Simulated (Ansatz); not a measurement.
# C3H7NTe: the cost of one run

Method: RKS B3LYP-D4/def2-SVP, in Ansatz 0.2.0.

## (1) The system as given

Bond lengths: C1–C2 1.285 Å, C2–N3 1.400 Å, C2–Te4 2.079 Å, Te4–C5 2.093 Å, C1–H6 1.153 Å, C1–H7 1.089 Å, N3–H8 1.039 Å, N3–H9 1.112 Å, C5–H10 1.121 Å, C5–H11 1.074 Å, C5–H12 1.126 Å. Angles (14 of 16 angles, heavy atoms first): C1–C2–N3 119.2°, C1–C2–Te4 122.3°, N3–C2–Te4 118.5°, C2–Te4–C5 93.5°, C2–C1–H6 119.9°, C2–C1–H7 125.6°, C2–N3–H8 123.0°, C2–N3–H9 121.6°, Te4–C5–H10 106.8°, Te4–C5–H11 109.8°, Te4–C5–H12 108.6°, H6–C1–H7 114.4°, H8–N3–H9 115.3°, H10–C5–H11 112.1°.

Structure file:

```xyz
12

C    -0.5288    1.2986    1.0833
C    -0.4084    0.0432    0.8351
N     0.4493   -0.7299    1.6274
Te   -1.3760   -0.8707   -0.7622
C     0.1751   -0.4541   -2.1050
H    -1.2483    1.9427    0.4534
H    -0.0240    1.8381    1.8831
H     0.6505   -1.7303    1.4340
H     1.0165   -0.2863    2.4751
H     1.1000   -0.9319   -1.6904
H    -0.0749   -0.8334   -3.0783
H     0.3460    0.6587   -2.1212
```

## (2) End point A

Input file input.yaml:

```yaml
crystal:
  periodic: [false, false, false]
  atoms:
    - { symbol: C, position_ang: [-0.5288, 1.2986, 1.0833] }
    - { symbol: C, position_ang: [-0.4084, 0.0432, 0.8351] }
    - { symbol: "N", position_ang: [0.4493, -0.7299, 1.6274] }
    - { symbol: Te, position_ang: [-1.376, -0.8707, -0.7622] }
    - { symbol: C, position_ang: [0.1751, -0.4541, -2.105] }
    - { symbol: H, position_ang: [-1.2483, 1.9427, 0.4534] }
    - { symbol: H, position_ang: [-0.024, 1.8381, 1.8831] }
    - { symbol: H, position_ang: [0.6505, -1.7303, 1.434] }
    - { symbol: H, position_ang: [1.0165, -0.2863, 2.4751] }
    - { symbol: H, position_ang: [1.1, -0.9319, -1.6904] }
    - { symbol: H, position_ang: [-0.0749, -0.8334, -3.0783] }
    - { symbol: H, position_ang: [0.346, 0.6587, -2.1212] }
basis:
  gaussian: { orbitals: def2-SVP }
hamiltonian:
  xc: b3lyp
  dispersion: d4
relax:
  f_tol: 0.02
  max_steps: 50
output:
  orbitals: {}
```

Run with:

```
ansatz run input.yaml --threads 2 --pin off --max-ram 3072MiB --backend cpu --events-out ev --progress --plain --runs-dir out
```

**Question.** How long does this run take on 2 threads of Arm Neoverse N1, shared host, and how much memory does it need?

About 3.6 min, with a peak of 0.3 GiB.
